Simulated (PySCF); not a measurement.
**[RuF2]+: a ladder of methods and rigid scans**

Aim: at the PBE0 minimum of doublet [RuF2]+, found before, compare methods on energies and levels. Rigid scans about the minimum follow.

Program: PySCF 2.14.0. Level of theory: several methods, basis Ru def2-TZVP with ECP28, F def2-TZVP, scalar-relativistic core potentials, no spin–orbit coupling, density fitting. These are calculated values, not measurements.

## (1) Where the work starts

3 atoms, charge 1, spin multiplicity 2.

Bond lengths: Ru1–F2 1.757 Å, Ru1–F3 1.757 Å. Angles: F2–Ru1–F3 180.0°.

Coordinates in bohr (charge 1 multiplicity 2):
```
Ru    0.0000    0.0000    0.0000
F     0.0000    0.0000    3.3208
F     0.0000    0.0000   -3.3208
```

## (2) PBE0

The steps are one call of a driver around PySCF; scf.py gives each level's set-up. Each SCF starts from the density of the minimum. The driver also runs the species with one electron less or more at the same geometry (one less: multiplicity 3, one more: multiplicity 3); their logs are not shown.

scf.py reads:

```python
from pyscf import gto, scf, dft
mol = gto.M(atom='''
Ru     0.000000     0.000000     0.000000
F     -0.000000     0.000000     1.757275
F      0.000000    -0.000000    -1.757275''',
    basis={'Ru': 'def2-TZVP', 'F': 'def2-TZVP'},
    ecp={'Ru': 'def2-TZVP'},
    charge=1, spin=1)
mf = dft.UKS(mol, xc='PBE0')
mf.grids.atom_grid = (99, 590)
aux = {'Ru': 'def2-universal-JKFIT', 'F': 'def2-universal-JKFIT'}
mf = mf.density_fit(auxbasis=aux)
mf.kernel()
```

## (3) HF

Changes to scf.py since step 2:

```diff
@@ -9,2 +9 @@
-mf = dft.UKS(mol, xc='PBE0')
-mf.grids.atom_grid = (99, 590)
+mf = scf.UHF(mol)
```

## (4) MP2

Changes to scf.py since step 3:

```diff
@@ -12,0 +13,2 @@
+from pyscf.mp import dfump2
+dfump2.DFUMP2(mf, frozen=2).kernel()  # the driver gives MP2 a fitting basis of its own (RI)
```

## (5) PBE

Changes to scf.py since step 4:

```diff
@@ -9 +9,2 @@
-mf = scf.UHF(mol)
+mf = dft.UKS(mol, xc='PBE')
+mf.grids.atom_grid = (99, 590)
@@ -13,2 +13,0 @@
-from pyscf.mp import dfump2
-dfump2.DFUMP2(mf, frozen=2).kernel()  # the driver gives MP2 a fitting basis of its own (RI)
```

## (6) r2SCAN

Changes to scf.py since step 5:

```diff
@@ -9 +9 @@
-mf = dft.UKS(mol, xc='PBE')
+mf = dft.UKS(mol, xc='R2SCAN')
```

## (7) B3LYP

Changes to scf.py since step 6:

```diff
@@ -9 +9 @@
-mf = dft.UKS(mol, xc='R2SCAN')
+mf = dft.UKS(mol, xc='B3LYP')
```

## (8) TPSSh

Changes to scf.py since step 7:

```diff
@@ -9 +9 @@
-mf = dft.UKS(mol, xc='B3LYP')
+mf = dft.UKS(mol, xc='TPSSH')
```

## (9) BHandHLYP

Changes to scf.py since step 8:

```diff
@@ -9 +9 @@
-mf = dft.UKS(mol, xc='TPSSH')
+mf = dft.UKS(mol, xc='BHANDHLYP')
```

## (10) r2SCANh

Changes to scf.py since step 9:

```diff
@@ -9 +9 @@
-mf = dft.UKS(mol, xc='BHANDHLYP')
+mf = dft.UKS(mol, xc='HYB_MGGA_XC_R2SCANH')
```

## (12) Breathing scan

A rigid scan with PBE0: all bonds to the central atom are scaled together. Each point starts from its neighbour's orbitals, and energies count from the minimum. Dipoles of the ion refer to the centre of mass.

(Steps that only read results are left out.)

What does the calculation give? Wanted: vertical ionisation energy, range; vertical electron affinity, range; orbital gap, range; all bonds 4 % longer.

**Answer**, as computed:

| quantity | value |
| --- | --- |
| vertical ionisation energy, range | 18.32 (PBE) to 19.36 (BHandHLYP) eV |
| vertical electron affinity, range | 9.49 (PBE) to 10.27 (BHandHLYP) eV |
| orbital gap, range | 0.39 (PBE) to 12.91 (HF) eV |
| all bonds 4 % longer | 16.3 kJ/mol |

**Reading.** The vertical ionisation energy spreads over 1.04 eV, from PBE to BHandHLYP; without a CCSD(T) value for it there is no yardstick here. Spin contamination is strong in at least one of the open-shell species at PBE0, HF, MP2, PBE, r2SCAN, B3LYP, TPSSh, BHandHLYP, r2SCANh. The well is lopsided, 21.3 kJ/mol for 4 % shorter bonds against 16.3 for 4 % longer ones. The determinant is spin-contaminated (⟨S²⟩ = 1.41, pure value 0.75). Open d and f shells are described by one determinant, and the ground state may have another occupation or spin.
